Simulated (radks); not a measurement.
# Valence configurations of Si

One table from this session's results is given with a row withheld; the runs are named, their logs left out.

The numbers are computed with radks (a radial shooting solver on a logarithmic mesh, Libxc functionals) version 1 (non-relativistic Kohn-Sham, PBEsol, spin-polarised, spherical densities, point nucleus; open shells are filled with parallel spins first), except any that are marked as measured or tabulated.

### The system

```
element       : silicon (Z = 14)
charge        : 0
electrons     : 14
configuration : [Ne] 3s2 3p2
others tried  : 3s1.5 3p2.5; 3s1 3p3; 3s0.5 3p3.5; 3p4
```

The outer shells:

Si
```
[Ne] core
3s [↑↓]
3p [↑ ][↑ ][  ]
```

Set-up of the first run:

Input:

```text
Z 14
configuration [Ne] 3s2 3p2
relativity non-relativistic
functional pbe_sol,pbe_sol
spin polarised
nucleus point
```

Steps of the session up to this table: [Ne] 3s2 3p2.

One table of the session follows, with a row left open; its other results are not shown here.

From the orbitals of this run (lengths in bohr):

```
  level     <r>  outermost maximum (interpolated)  90 % within  nodes
  2s up  0.5708                             0.457        0.900      1
2s down  0.5707                             0.457        0.899      1
  2p up  0.5387                             0.388        0.906      0
2p down  0.5384                             0.389        0.905      0
  3s up       ?                                 ?            ?      ?
3s down   2.172                              1.78         3.33      2
  3p up   2.742                              2.16         4.32      1
3p down   2.862                              2.16         4.60      1
```

Estimate the missing values for 3s up.

**Answer.** <r>: 2.169; outermost maximum (interpolated): 1.80; 90 % within: 3.30; nodes: 2. In the column «<r>» it lies between 2s up (0.5708) and 3s down (2.172).
